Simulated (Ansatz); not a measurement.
TaTe:

```
CELL_PARAMETERS angstrom
3.42009 0.00000 0.00000
0.00000 3.42009 0.00000
0.00000 0.00000 3.42009
ATOMIC_POSITIONS crystal
Ta 0.50000 0.50000 0.50000
Te 0.00000 0.00000 0.00000
```

The cell was built by a generator and needn't be a form met in nature.

| Quantity | Value |
| --- | --- |
| Program | Ansatz 0.2.0 |
| Task | relaxation of cell and atoms |
| Functional | PBE |
| Dispersion | D3(BJ)-ATM |
| Potentials or basis | Ansatz PAW |
| Cutoff | 420 eV (not typed: the program's choice for these potentials) |
| k mesh | 8 × 8 × 8 |
| Occupations | fermi-dirac, width 0.05 eV |
| Spin | no spin polarisation |

At the start: volume 20.00 Å³/atom.

Question: Where does the relaxation end?

Answer: It ends after 4 steps and the volume is 19.40 Å³/atom (-3.0 %); space group Pm-3m (No. 221, to 0.05 Å).

The path:
```
step  energy change (eV)  largest force (eV/Å)  volume (Å³)
   1              0.0000                0.0000        40.00
   2             -0.0174                0.0000        38.94
   3             -0.0177                0.0000        38.80
   4             -0.0173                0.0000        38.80
```

Final structure:
```
Ta Te
1.0
     3.38545    0.00000    0.00000
     0.00000    3.38545    0.00000
     0.00000    0.00000    3.38545
Ta Te
1 1
Direct
  0.50000 0.50000 0.50000
  0.00000 0.00000 0.00000
```

Caveat: the plane-wave basis is chosen anew once the cell has moved, so the energies of steps on either side of that aren't comparable; pairwise dispersion overbinds metals, which lowers pressure and volume.
